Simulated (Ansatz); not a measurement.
# AsH− (doublet): from Hartree-Fock to the top rungs at distance As1–H2 = 1.662 Å, aug-cc-pVDZ

How much of the correlation energy of AsH− (doublet) does each wave-function method recover here?

Method: aug-cc-pVDZ, core rule «outside noble gas», up to 14 orbitals frozen; program: Ansatz 0.2.0, Gaussian basis.

To be run: UHF; CCSD(T) on ROHF; CCSD(T) on UHF; BCCD(T) on ROHF; CISD as a restricted active space (open shells left free, so some higher excitations enter); CCSDT(Q) on ROHF; CCSDT(Q) on UHF; CCSDTQ on ROHF; CCSDTQ on UHF; CASSCF and MRCISD+Q, 3 electrons in 3 orbitals; CASSCF and NEVPT2, 3 electrons in 3 orbitals; CASSCF and MRCISD+Q, 7 electrons in 5 orbitals; CASSCF and NEVPT2, 7 electrons in 5 orbitals; Full CI.

1 further run of the same task is left out (for a known fault of the program). Runs told in other sessions of the task aren't counted.

**1. What is computed**

The geometry derives from a PBE0/def2-TZVPD stationary point (not a proven minimum). One bond is set to the value named and the two fragments are kept rigid. No spin-orbit coupling is included. The filled d shell of As may be among the frozen orbitals whatever the setting's name suggests.

2 atoms, charge -1, spin multiplicity 2.

Atoms are counted from 1 here; the program's logs count them from 0.

Bond lengths: As1–H2 1.662 Å.

Geometry (Å):

| atom | x (Å) | y (Å) | z (Å) |
| --- | --- | --- | --- |
| As1 | 0.00000 | 0.00000 | 0.00000 |
| H2 | 0.00000 | 0.00000 | 1.66200 |

**2. UHF**

The input, in.yaml:

```yaml
crystal:
  periodic: [false, false, false]
  atoms:
    - {symbol: As, position_ang: [0.000000, 0.000000, 0.000000]}
    - {symbol: H, position_ang: [0.000000, 0.000000, 1.662000]}
basis:
  gaussian: {orbitals: aug-cc-pVDZ}
total_charge: -1
magnetization: {spin_polarized: true, initial_magnetization: 1}
hamiltonian: {xc: hf}
output: {orbitals: {seedname: orbitals}}
```

Started as:

```bash
ansatz run in.yaml --threads 1 --pin off --events-out ev --progress --plain --max-ram 4096MiB --backend cpu
```

After this run come: CCSD(T) on ROHF; CCSD(T) on UHF; BCCD(T) on ROHF; CISD as a restricted active space (open shells left free, so some higher excitations enter); CCSDT(Q) on ROHF; CCSDT(Q) on UHF; CCSDTQ on ROHF; CCSDTQ on UHF; CASSCF and MRCISD+Q, 3 electrons in 3 orbitals; CASSCF and NEVPT2, 3 electrons in 3 orbitals; CASSCF and MRCISD+Q, 7 electrons in 5 orbitals; CASSCF and NEVPT2, 7 electrons in 5 orbitals; Full CI.

Before running them: what should the planned runs give, taken together? Wanted: FCI from the RHF energy; RMP2 from FCI; UMP2 from FCI; RCCSD from FCI; RCCSD(T) from FCI; UCCSD(T) from FCI; RCCSDT(Q) from FCI; UCCSDT(Q) from FCI; NEVPT2 pair from FCI.

**Answer**, as computed:

```
                         quantity                                                                                                                 value
          FCI from the ROHF energy                                                                                                            -3.7243 eV
                    RMP2 from FCI                                                                                                          +69.6 kJ/mol
                    UMP2 from FCI                                                                                                          +70.6 kJ/mol
                   RCCSD from FCI                                                                                                          +14.4 kJ/mol
                RCCSD(T) from FCI                                                                                                           +2.9 kJ/mol
                UCCSD(T) from FCI                                                                                                           +2.7 kJ/mol
               RCCSDT(Q) from FCI                                                                                                           +0.1 kJ/mol
               UCCSDT(Q) from FCI                                                                                                           -0.1 kJ/mol
             NEVPT2 pair from FCI                                                                                                          +65.3 kJ/mol
           MRCISD+Q pair from FCI                                                                                                           +1.1 kJ/mol
          NEVPT2 valence from FCI                                                                                                          +84.8 kJ/mol
levels within 1 kcal/mol (43 meV)  RCCSD(T), UCCSD(T), BCCD(T), RCCSDT, UCCSDT, RCCSDT(Q), UCCSDT(Q), RCCSDTQ, UCCSDTQ, MRCISD+Q pair, MRCISD+Q valence
                    T1 diagnostic                                                                                                                 0.021
   effectively unpaired electrons                                                                                                                  1.08
```

**Reading.** RCCSD(T) lands +2.9 kJ/mol from the yardstick (0.8 % of the correlation energy). UCCSDTQ falls below full CI: unrestricted runs freeze a spin-polarised core, another one than full CI's, and coupled cluster isn't variational. One determinant dominates. Of the multireference levels listed MRCISD+Q pair comes nearest in total energy (+1.1 kJ/mol), which doesn't show that its space is the better one. These misses are within one basis, not against nature; the frozen cores of restricted and unrestricted runs differ, which can shift their rows.

Levels on UHF freeze UHF's core orbitals, full CI those of ROHF, so the U rows can settle a little off it for that reason alone.

With open shells the CI space here admits some higher excitations, so it is larger than plain CISD.
